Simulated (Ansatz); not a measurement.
# Si: the cost of one run

Program: Ansatz 0.2.0. Level of theory: DFT r2SCAN, scalar-relativistic, plane waves, PAW. These are calculated values, not measurements.

4 further runs of the same task are left out: 4 that didn't finish.

**1. Starting point**

Symmetry: I4_1/amd, No. 141, tetragonal system. Conventional cell: a = 4.743 Å, b = 4.743 Å, c = 2.659 Å, α = 90.00°, β = 90.00°, γ = 90.00°. Si (site symmetry -4m2) is surrounded by 6 Si at 2.46 to 2.66 Å.

Coordinates:

```cif
data_structure
_symmetry_space_group_name_H-M 'I4_1/amd:1'
_symmetry_Int_Tables_number 141
_cell_length_a 4.7427
_cell_length_b 4.7427
_cell_length_c 2.6585
_cell_angle_alpha 90.000
_cell_angle_beta 90.000
_cell_angle_gamma 90.000
_cell_volume 59.80
loop_
_atom_site_label
_atom_site_type_symbol
_atom_site_symmetry_multiplicity
_atom_site_Wyckoff_symbol
_atom_site_fract_x
_atom_site_fract_y
_atom_site_fract_z
_atom_site_occupancy
Si1 Si 4 b 0.00000 0.50000 0.75000 1
```

Source of the structure: the Materials Project (structure only).

**2. Quick check of gap, pressure and forces**

input.yaml

```yaml
crystal:
  lattice:
    - [-2.3713723045, 2.3713723045, 1.3292653899]
    - [2.3713723045, -2.3713723045, 1.3292653899]
    - [2.3713723045, 2.3713723045, -1.3292653899]
  atoms:
    - { symbol: Si, position: [0.25, 0.75, 0.5] }
    - { symbol: Si, position: [0.5, 0.5, 0.0] }
basis:
  ecutwfc: 500
kpoints:
  mp_grid: { grid: [8, 8, 8] }
hamiltonian:
  xc: r2scan
scf:
  occupations: { method: gaussian, width: 0.1 }
output:
  forces: true
  stress: true
  eigenvalues: true
```

Started as:

```sh
ansatz run input.yaml --threads 1 --pin off --max-ram 2560MiB --backend cpu --events-out ev --progress --plain --runs-dir out
```

**Question.** How long does this run take on 1 thread of Intel Xeon Platinum 8259CL at 2.50GHz (Skylake/Cascade Lake), shared host, and how much memory does it need?

About 2.7 s, with a peak of 0.42 GiB.
